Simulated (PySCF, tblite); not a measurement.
# Si3H6S (triplet), a small gas-phase stand-in for a defect centre: EPR parameters

Wanted: the EPR parameters for `[SiH3][Si]S[SiH3]`. It is drawn as: twofold Si.

Computed with tblite 0.8.0 and PySCF 2.14.0; each step states its level. No surroundings beyond the atoms listed, unless a continuum is named. Atoms count from 0, parts from 1.

### 1 The system as given

10 atoms, charge 0, multiplicity 3; geometry: distance geometry start.

### 2 Geometry optimisation with GFN2-xTB

Job settings and geometry (Å):

```
{"job": {"kind": "relax", "xc": "GFN2-xTB", "basis": "xTB"}, "charge": 0, "multiplicity": 3}
Si     0.116702     0.497199     0.433400
Si     1.203776     2.177948    -0.499780
S     -0.715764    -1.384543     1.189667
Si    -0.128130    -2.281632     3.054828
H      1.197521     3.308530     0.392235
H      0.531322     2.556498    -1.711245
H      2.511729     1.800164    -0.796560
H      1.217104    -2.695231     3.000803
H     -0.256357    -1.316198     4.134106
H     -0.961376    -3.377497     3.334935
```

Method: GFN2-xTB geometry optimisation, gas phase.

Launch:

```bash
$ OMP_NUM_THREADS=1 python cluster_run.py task.json out
```

One launch serves the whole session: the jobs run in the order shown.

**Question.** The jobs that follow are: PBE0-D3(BJ)/def2-SVP geometry optimisation, gas phase; UKS B3LYP, IGLO-III on S Si, pcH-1 on H, non-relativistic, mean-field spin-orbit, GIAO; UKS BHandHLYP, IGLO-III on S Si, pcH-1 on H, non-relativistic, mean-field spin-orbit, GIAO. Predict: point group; rotational constants (main isotopes); D, E (B3LYP); g(iso) (B3LYP); ⟨S²⟩; largest a(iso).

The runs gave:

| quantity | value |
| --- | --- |
| point group | C1 |
| rotational constants (main isotopes) | 4.54, 1.23, 1.10 GHz |
| D, E (B3LYP) | -92.963, -0.021 cm⁻¹ |
| g(iso) (B3LYP) | 2.00473 |
| ⟨S²⟩ | 2.004 (exact 2.00) |
| largest a(iso) | 29Si on Si0, -344.6 MHz |

In words: The start of the PBE0/def2-SVP relaxation was shaken at random by about 0.01 Å, so part of the energy gained, and of the first lengths quoted, undoes that. Relaxing lowered the energy by 0.163 eV in 6 steps; the close pair that moved most is Si0–Si1, from 2.278 to 2.344 Å (PBE0/def2-SVP). Si0 carries the largest spin population, 1.55 e. The isotropic g lies 2.4 ppt above the free-electron value. The coupling of 29Si on Si0 runs from -379.0 (BHandHLYP/IGLO-III+pcH-1) to -344.6 MHz (B3LYP/IGLO-III+pcH-1). The triplet was assumed; the singlet may lie lower.
